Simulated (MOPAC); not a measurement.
# One shape, several levels: C3H5BO (SMILES C=C1CBO1)

We compute a comparison of 5 runs (AM1, MNDO, PM6-D3H4, PM6-D3H4X, PM7) of C3H5BO. 

The calculation is run with MOPAC 23.2.5.

8 further runs of the same task are left out: 1 that didn't finish, 7 set aside as unsound or not needed.

## (1) The structure to begin with

C3H5BO has 10 atoms, charge 0, and is taken as a singlet. As SMILES, `C=C1CBO1`. Geometry: relaxed at GFN2-xTB.

Bond lengths: C1–C2 1.316 Å, C2–C3 1.510 Å, C3–B4 1.596 Å, C2–O5 1.393 Å, B4–O5 1.368 Å, C1–H6 1.075 Å, C1–H7 1.075 Å, C3–H8 1.088 Å, C3–H9 1.088 Å, B4–H10 1.164 Å. Some angles: C1–C2–C3 136.9°, C1–C2–O5 127.2°, C3–C2–O5 95.9°, C2–C3–B4 79.3°, C3–B4–O5 93.1°, C2–O5–B4 91.7°, C2–C1–H6 121.6°, C2–C1–H7 120.5°, C2–C3–H8 113.6°, C2–C3–H9 113.7°.

## (2) Energy and forces at AM1 (run 1)

The input, calc.mop:

```
AM1 DISP GRADIENTS BONDS 1SCF AUX(PRECISION=6) THREADS=1
gradient of C3H5BO

C -1.574520 1 0.732340 1 -0.127660 1
C -0.343080 1 0.271370 1 -0.169900 1
C 0.498330 1 -0.698530 1 0.624880 1
B 1.548070 1 -0.232180 1 -0.482770 1
O 0.651190 1 0.605110 1 -1.087140 1
H -1.933840 1 1.448460 1 -0.844890 1
H -2.255680 1 0.397990 1 0.633250 1
H 0.118830 1 -1.718150 1 0.610870 1
H 0.640990 1 -0.405490 1 1.662760 1
H 2.649730 1 -0.400930 1 -0.819410 1
```

Command:

```
$ mopac calc.mop
```

calc.out:

```text
MOPAC v23.2.5
AM1 CALCULATION RESULTS
[...]
           Empirical Formula: C3 H5 O B  =    10 atoms
      MOLECULAR POINT GROUP   :   Cs
[...]
     SCF FIELD WAS ACHIEVED
[...]
                              SUM =         -7.92419 KCAL/MOL = FINAL HEAT OF FORMATION
          TOTAL ENERGY            =       -841.58542 EV
          ELECTRONIC ENERGY       =      -2679.52099 EV
          CORE-CORE REPULSION     =       1837.93557 EV
          COSMO AREA              =        109.48 SQUARE ANGSTROMS
          COSMO VOLUME            =         94.61 CUBIC ANGSTROMS
          GRADIENT NORM           =         80.83828          =       25.56331 PER ATOM
          IONIZATION POTENTIAL    =          9.943090 EV
          HOMO LUMO ENERGIES (EV) =         -9.943  1.168
          NO. OF FILLED LEVELS    =         13
          MOLECULAR WEIGHT        =         67.8819         POINT GROUP:  Cs
[...]
              NET ATOMIC CHARGES AND DIPOLE CONTRIBUTIONS
  ATOM NO.   TYPE          CHARGE      No. of ELECS.   s-Pop       p-Pop
    1          C          -0.247726        4.2477     1.22546     3.02226
    2          C           0.003648        3.9964     1.22496     2.77140
    3          C          -0.298072        4.2981     1.25232     3.04575
    4          B           0.213740        2.7863     1.22802     1.55824
    5          O          -0.210297        6.2103     1.86409     4.34620
    6          H           0.132737        0.8673     0.86726
    7          H           0.129988        0.8700     0.87001
    8          H           0.113869        0.8861     0.88613
    9          H           0.113971        0.8860     0.88603
   10          H           0.048142        0.9519     0.95186
 DIPOLE           X         Y         Z       TOTAL
 POINT-CHG.     0.473    -0.799     0.768     1.205
 HYBRID        -0.357    -0.067     0.260     0.446
 SUM            0.116    -0.866     1.029     1.349
[...]
 * JOB ENDED NORMALLY *
[...]
```

Run time: 0.04 s. Hardware: 1 thread of Arm Neoverse N1, shared host.

## (3) Energy and forces at MNDO (run 2)

The input, c3h5bo.mop:

```
MNDO 1SCF BONDS DISP GRADIENTS AUX(PRECISION=6) THREADS=1
C3H5BO

C -1.574520 1 0.732340 1 -0.127660 1
C -0.343080 1 0.271370 1 -0.169900 1
C 0.498330 1 -0.698530 1 0.624880 1
B 1.548070 1 -0.232180 1 -0.482770 1
O 0.651190 1 0.605110 1 -1.087140 1
H -1.933840 1 1.448460 1 -0.844890 1
H -2.255680 1 0.397990 1 0.633250 1
H 0.118830 1 -1.718150 1 0.610870 1
H 0.640990 1 -0.405490 1 1.662760 1
H 2.649730 1 -0.400930 1 -0.819410 1
```

Command:

```
$ mopac c3h5bo.mop
```

c3h5bo.out:

```text
MOPAC v23.2.5
MNDO CALCULATION RESULTS
[...]
           Empirical Formula: C3 H5 O B  =    10 atoms
      MOLECULAR POINT GROUP   :   Cs
[...]
     SCF FIELD WAS ACHIEVED
[...]
                              SUM =        -30.52127 KCAL/MOL = FINAL HEAT OF FORMATION
          TOTAL ENERGY            =       -846.53667 EV
          ELECTRONIC ENERGY       =      -2691.53973 EV
          CORE-CORE REPULSION     =       1845.00306 EV
          COSMO AREA              =        109.48 SQUARE ANGSTROMS
          COSMO VOLUME            =         94.61 CUBIC ANGSTROMS
          GRADIENT NORM           =         53.33864          =       16.86716 PER ATOM
          IONIZATION POTENTIAL    =         10.040597 EV
          HOMO LUMO ENERGIES (EV) =        -10.041  0.857
          NO. OF FILLED LEVELS    =         13
          MOLECULAR WEIGHT        =         67.8819         POINT GROUP:  Cs
[...]
              NET ATOMIC CHARGES AND DIPOLE CONTRIBUTIONS
  ATOM NO.   TYPE          CHARGE      No. of ELECS.   s-Pop       p-Pop
    1          C          -0.055842        4.0558     1.21015     2.84569
    2          C          -0.019693        4.0197     1.21765     2.80204
    3          C          -0.043954        4.0440     1.21471     2.82924
    4          B           0.059408        2.9406     1.23137     1.70922
    5          O          -0.162744        6.1627     1.80675     4.35599
    6          H           0.060808        0.9392     0.93919
    7          H           0.056063        0.9439     0.94394
    8          H           0.039220        0.9608     0.96078
    9          H           0.039333        0.9607     0.96067
   10          H           0.027401        0.9726     0.97260
 DIPOLE           X         Y         Z       TOTAL
 POINT-CHG.    -0.398    -0.537     0.876     1.101
 HYBRID        -0.211    -0.058     0.177     0.281
 SUM           -0.608    -0.595     1.053     1.354
[...]
 * JOB ENDED NORMALLY *
[...]
```

It took 0.04 s on 1 thread of Arm Neoverse N1, shared host.

Runs 3 to 4 aren't shown in full; the table further down has their settings and results.

## (4) Energy and forces at PM7 (run 5)

The input, job.mop:

```
PM7 1SCF DISP GRADIENTS BONDS AUX(PRECISION=9) THREADS=1
C3H5BO, PM7

C -1.574520 1 0.732340 1 -0.127660 1
C -0.343080 1 0.271370 1 -0.169900 1
C 0.498330 1 -0.698530 1 0.624880 1
B 1.548070 1 -0.232180 1 -0.482770 1
O 0.651190 1 0.605110 1 -1.087140 1
H -1.933840 1 1.448460 1 -0.844890 1
H -2.255680 1 0.397990 1 0.633250 1
H 0.118830 1 -1.718150 1 0.610870 1
H 0.640990 1 -0.405490 1 1.662760 1
H 2.649730 1 -0.400930 1 -0.819410 1
```

Command:

```
$ mopac job.mop
```

job.out:

```text
MOPAC v23.2.5
PM7 CALCULATION RESULTS
[...]
           Empirical Formula: C3 H5 O B  =    10 atoms
      MOLECULAR POINT GROUP   :   Cs
[...]
     SCF FIELD WAS ACHIEVED
[...]
     *    WARNING - An energy term is incorrect or missing!
     *    FINAL HEAT OF FORMATION     =    -26.48706 KCAL/MOL
     *    SUM OF CONTRIBUTIONS TO HoF =    -26.90140 KCAL/MOL
     *                     DIFFERENCE =      0.41434 KCAL/MOL
          TOTAL ENERGY            =       -787.33768 EV
          ELECTRONIC ENERGY       =      -2586.67334 EV
          CORE-CORE REPULSION     =       1799.33567 EV
          COSMO AREA              =        109.48 SQUARE ANGSTROMS
          COSMO VOLUME            =         94.61 CUBIC ANGSTROMS
          GRADIENT NORM           =        152.56025          =       48.24379 PER ATOM
          IONIZATION POTENTIAL    =         10.095100 EV
          HOMO LUMO ENERGIES (EV) =        -10.095 -0.442
          NO. OF FILLED LEVELS    =         13
          MOLECULAR WEIGHT        =         67.8819         POINT GROUP:  Cs
[...]
              NET ATOMIC CHARGES AND DIPOLE CONTRIBUTIONS
  ATOM NO.   TYPE          CHARGE      No. of ELECS.   s-Pop       p-Pop
    1          C          -0.435815        4.4358     1.08159     3.35423
    2          C           0.264004        3.7360     1.09490     2.64110
    3          C          -0.500077        4.5001     1.07538     3.42470
    4          B           0.267988        2.7320     0.77812     1.95389
    5          O          -0.362279        6.3623     1.82786     4.53442
    6          H           0.176364        0.8236     0.82364
    7          H           0.171470        0.8285     0.82853
    8          H           0.173457        0.8265     0.82654
    9          H           0.173425        0.8266     0.82658
   10          H           0.071462        0.9285     0.92854
 DIPOLE           X         Y         Z       TOTAL
 POINT-CHG.     0.570    -1.215     1.240     1.827
 HYBRID        -0.495     0.294    -0.125     0.589
 SUM            0.075    -0.921     1.115     1.448
[...]
 * JOB ENDED NORMALLY *
[...]
```

It took 0.04 s on 1 thread of Arm Neoverse N1, shared host.

## (5) All runs side by side

```csv
run,level,task,keywords,partner,heat of formation (kcal/mol),dipole moment (D),HOMO energy (eV),LUMO energy (eV),wall time
1,AM1,gradient,BONDS DISP,base,-7.92,1.35,-9.94,1.17,0.04 s
2,MNDO,gradient,BONDS DISP,base,-30.52,1.35,-10.04,0.86,0.04 s
3,PM6-D3H4,gradient,BONDS DISP,base,-28.73,1.48,-10.13,0.39,0.04 s
4,PM6-D3H4X,energy,SYMMETRY,gas phase,-28.73,1.48,-10.13,0.39,0.98 s
5,PM7,gradient,BONDS DISP,base,-26.49,1.45,-10.10,-0.44,0.04 s
```

## (6) What came out

| quantity | value |
| --- | --- |
| run 5: total energy | -28.93413 Eh |
| run 5: dipole moment | 1.45 D |
| run 5: HOMO energy | -10.10 eV |
| run 5: LUMO energy | -0.44 eV |
| run 5: HOMO–LUMO gap | 9.65 eV |
| run 5: dispersion energy | -1.58 kJ/mol |
| run 5: heat of formation at this unrelaxed shape | -26.5 kcal/mol |
| run 5: largest force on an atom | 3.654 eV/Å |

In words: The dipole moment (its size) runs from 1.35 D (AM1) to 1.48 D (PM6-D3H4X). The HOMO–LUMO gap runs from 9.65 eV (PM7) to 11.11 eV (AM1). Force-field and semi-empirical energies have zeros of their own, so their totals don't compare. All runs together took 1.1 s, the longest 0.98 s.
